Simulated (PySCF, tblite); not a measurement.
# C₆H₁₀O₂SSi: geometry, infrared bands and NMR shifts

What infrared bands and NMR shifts should C₆H₁₀O₂SSi (`CS[SiH2]CC1=COC(=O)C1`) show?

Computed with tblite 0.8.0 and PySCF 2.14.0, with density-fitted response routines of our own, on a single molecule in the gas phase. Atoms are numbered from 0 throughout.

## 1. The molecule as given

20 atoms, charge 0, multiplicity 1; geometry from: force field or distance geometry start.

Bonds of the start (Å): C0–S1 1.82, S1–Si2 2.16, Si2–C3 1.88, C3–C4 1.50, C4–C5 1.32, C5–O6 1.38, O6–C7 1.38, C7–O8 1.22, C7–C9 1.51, C9–C4 1.49, C0–H10 1.09, C0–H11 1.09, C0–H12 1.08, Si2–H13 1.48, Si2–H14 1.47, C3–H15 1.11, C3–H16 1.09, C5–H17 1.08, C9–H18 1.10, C9–H19 1.09.

## 2. Relaxing the molecule with GFN2-xTB

The job: settings as JSON, then the geometry in Å.

```
{"job": {"kind": "relax", "xc": "GFN2-xTB", "basis": "xTB"}, "charge": 0, "multiplicity": 1}
C      3.620800     1.239300     0.076700
S      2.049600     0.919100    -0.784600
Si     1.378600    -0.910900     0.143400
C     -0.273400    -1.401500    -0.609900
C     -1.473700    -0.592000    -0.233500
C     -2.510300    -0.948000     0.508600
O     -3.520600    -0.021300     0.635500
C     -3.090500     1.033900    -0.135500
O     -3.743100     2.050900    -0.296600
C     -1.745800     0.770800    -0.760400
H      3.443700     1.371800     1.149000
H      4.047800     2.158700    -0.316500
H      4.316100     0.426300    -0.072700
H      1.263700    -0.686400     1.600900
H      2.393300    -1.939200    -0.111200
H     -0.456700    -2.447600    -0.287700
H     -0.180400    -1.429800    -1.690900
H     -2.679300    -1.879300     1.035400
H     -1.027500     1.513600    -0.391500
H     -1.817500     0.782300    -1.848000
```

Run with:

```console
OMP_NUM_THREADS=1 python probes_run.py task.json out
```

This one command runs all jobs of the session in turn.

**Question.** This job is followed by: GFN2-xTB harmonic vibrations, gas phase; GIAO PBE0/pcSseg-1 NMR shielding, non-relativistic, gas phase. What will the session give for the following? strongest single infrared mode (GFN2-xTB); zero-point energy (GFN2-xTB); 13C shifts against TMS (PBE0/pcSseg-1); 1H shifts against TMS (PBE0/pcSseg-1, means over atoms taken as alike); 33S shifts against CS2 (PBE0/pcSseg-1); 29Si shifts against TMS (PBE0/pcSseg-1); 17O shifts against H2O (PBE0/pcSseg-1); surface potential, 1st and 99th percentile.

As calculated:

```
                                                              quantity                                      value
                             strongest single infrared mode (GFN2-xTB)                      1818 cm⁻¹, 663 km/mol
                                          zero-point energy (GFN2-xTB)                              90.9 kcal/mol
                                13C shifts against TMS (PBE0/pcSseg-1)  179.8, 144.6, 124.8, 41.6, 14.5, 13.6 ppm
1H shifts against TMS (PBE0/pcSseg-1, means over atoms taken as alike)           6.63, 4.75, 3.29, 2.09, 1.90 ppm
                                33S shifts against CS2 (PBE0/pcSseg-1)                                   -219 ppm
                               29Si shifts against TMS (PBE0/pcSseg-1)                                  -14.5 ppm
                                17O shifts against H2O (PBE0/pcSseg-1)                           446.8, 276.6 ppm
                                 surface potential, 1st and 99th percentile                         -1.85 V and 1.40 V
```

What this shows: Relaxing lowered the energy by 0.197 eV in 112 steps; the close pair that moved most is Si2–C3, from 1.881 to 1.907 Å. All 54 modes are real, so the xTB geometry is a minimum. The strongest single mode, at 1818 cm⁻¹, moves mainly C7 and O8. GFN2-xTB is a fitted tight-binding method: band positions and strengths are rough. Its intensities can rank the bands wrongly. The most deshielded carbon is C7 (ester carbonyl carbon), at 179.8 ppm: it is a carbonyl in resonance with an O or N lone pair, the region of acids, esters and amides. H17 (hydrogen on an alkene carbon bearing oxygen) lies farthest downfield among hydrogen, at 6.63 ppm; attached to an sp2 carbon and in the plane of the double bond. At PBE0/pcSseg-1: The widest tensor belongs to O8: span 742 ppm, with a paramagnetic part of -506 ppm. By nearest atom (PBE0/pcSseg-1), the HOMO sits on C4, C5 about 26 % each; O6 16 % and the LUMO on C4, C5, C7 about 16 % each; O8 11 %.
